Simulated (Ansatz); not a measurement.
Here is an Ansatz 0.2.0 calculation.

File input.yaml:

```yaml
crystal:
  lattice:
    - [-1.89227, 2.67212, 12.28423]
    - [1.89227, -2.67212, 12.28423]
    - [1.89227, 2.67212, -12.28423]
  atoms:
    - { symbol: Hf, position: [0.92095, 0.92095, 0.0] }
    - { symbol: Hf, position: [0.07905, 0.07905, 0.0] }
    - { symbol: Pd, position: [0.68332, 0.68332, 0.0] }
    - { symbol: Pd, position: [0.31668, 0.31668, 0.0] }
    - { symbol: Se, position: [0.61777, 0.11777, 0.5] }
    - { symbol: Se, position: [0.38223, 0.88223, 0.5] }
    - { symbol: Br, position: [0.7866, 0.7866, 0.0] }
    - { symbol: Br, position: [0.2134, 0.2134, 0.0] }
    - { symbol: O, position: [0.90121, 0.40121, 0.5] }
    - { symbol: O, position: [0.09879, 0.59879, 0.5] }
    - { symbol: O, position: [0.0, 0.0, 0.0] }
kpoints:
  mp_grid: { grid: [5, 5, 5] }
scf:
  occupations: { method: fermi_dirac, width: 0.05 }
hamiltonian:
  xc: pbe
  dispersion: d4
  pseudopotentials: { kind: all_electron, datasets: crystal }
output:
  forces: true
  stress: true
relax:
  f_tol: 0.02
  max_steps: 60
  cell: {}
```

Potentials or basis: all-electron PAW datasets made for the crystal.

The run is started by

```sh
$ ansatz run input.yaml --threads 8 --pin off --max-ram 24576MiB --backend cpu --events-out ev --progress --plain --runs-dir out
```

**Question.** Estimate the relaxed cell.

**Answer.** a = 12.712 Å, b = 12.712 Å, c = 12.712 Å, α = 163.04°, β = 156.28°, γ = 29.30°.

**Question.** Estimate the space group after relaxing (to 0.05 Å).

**Answer.** Immm (No. 71).

**Question.** Predict the relaxed volume.

**Answer.** 21.90 Å³/atom.

Forces in eV/Å, atoms in the order of the input:
```
Hf   0.000  0.000  0.002
Hf   0.000  0.000 -0.002
Pd   0.000  0.000 -0.004
Pd   0.000  0.000  0.004
Se   0.000  0.000 -0.004
Se   0.000  0.000  0.004
Br   0.000  0.000  0.008
Br   0.000  0.000 -0.008
O    0.000  0.000 -0.002
O    0.000  0.000  0.002
O    0.000  0.000  0.000
```

Caveat: the k mesh is coarse (spacing up to 0.41 Å⁻¹), so the values aren't converged; the k mesh is thin for a metal, which can move the energy by tens of meV per atom. The run has no spin-orbit coupling, so splittings on Hf are missing.
